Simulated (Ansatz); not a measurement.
# C3H8BCl: the cost of one run

Method: RKS B3LYP/STO-3G, in Ansatz 0.2.0.

## 1. The system as given

Bond lengths: C1–B2 1.549 Å, B2–C3 1.570 Å, B2–C4 1.630 Å, C4–Cl5 1.783 Å, C1–H6 1.154 Å, C1–H7 1.069 Å, C1–H8 1.158 Å, C3–H9 1.173 Å, C3–H10 1.117 Å, C3–H11 1.092 Å, C4–H12 1.067 Å, C4–H13 1.187 Å. Angles (14 of 21 angles, heavy atoms first): C1–B2–C3 117.9°, C1–B2–C4 123.9°, C3–B2–C4 118.1°, B2–C4–Cl5 108.4°, B2–C1–H6 109.7°, B2–C1–H7 114.2°, B2–C1–H8 108.0°, B2–C3–H9 108.7°, B2–C3–H10 110.3°, B2–C3–H11 112.9°, B2–C4–H12 112.2°, B2–C4–H13 104.7°, Cl5–C4–H12 113.1°, Cl5–C4–H13 106.0°.

Coordinates:

```xyz
13

C    -1.4469   -0.3363   -0.4725
B    -0.0085   -0.0426    0.0203
C     0.9694   -1.2570    0.2012
C     0.5445    1.4485    0.3755
Cl    0.4576    2.4465   -1.0995
H    -2.2104    0.0868    0.2816
H    -1.6448   -1.3703   -0.6566
H    -1.6266    0.2773   -1.4384
H     1.3227   -1.2929    1.3194
H     1.8968   -1.1022   -0.4023
H     0.5074   -2.2160   -0.0440
H     1.5201    1.4247    0.8074
H    -0.2609    1.8988    1.1228
```

## 2. Relaxing the start

The input, input.yaml:

```yaml
crystal:
  periodic: [false, false, false]
  atoms:
    - { symbol: C, position_ang: [-1.4469, -0.3363, -0.4725] }
    - { symbol: B, position_ang: [-0.0085, -0.0426, 0.0203] }
    - { symbol: C, position_ang: [0.9694, -1.257, 0.2012] }
    - { symbol: C, position_ang: [0.5445, 1.4485, 0.3755] }
    - { symbol: Cl, position_ang: [0.4576, 2.4465, -1.0995] }
    - { symbol: H, position_ang: [-2.2104, 0.0868, 0.2816] }
    - { symbol: H, position_ang: [-1.6448, -1.3703, -0.6566] }
    - { symbol: H, position_ang: [-1.6266, 0.2773, -1.4384] }
    - { symbol: H, position_ang: [1.3227, -1.2929, 1.3194] }
    - { symbol: H, position_ang: [1.8968, -1.1022, -0.4023] }
    - { symbol: H, position_ang: [0.5074, -2.216, -0.044] }
    - { symbol: H, position_ang: [1.5201, 1.4247, 0.8074] }
    - { symbol: H, position_ang: [-0.2609, 1.8988, 1.1228] }
basis:
  gaussian: { orbitals: STO-3G }
hamiltonian:
  xc: b3lyp
relax:
  f_tol: 0.02
  max_steps: 40
scf:
  lower_state_search: "off"
```

Command:

```console
$ ansatz run input.yaml --threads 1 --pin off --max-ram 2048MiB --backend cpu --events-out ev --progress --plain --runs-dir out
```

**Question.** How long does this run take on 1 thread of Arm Neoverse V1, shared host, and how much memory does it need?

About 51 s, with a peak of 0.11 GiB.
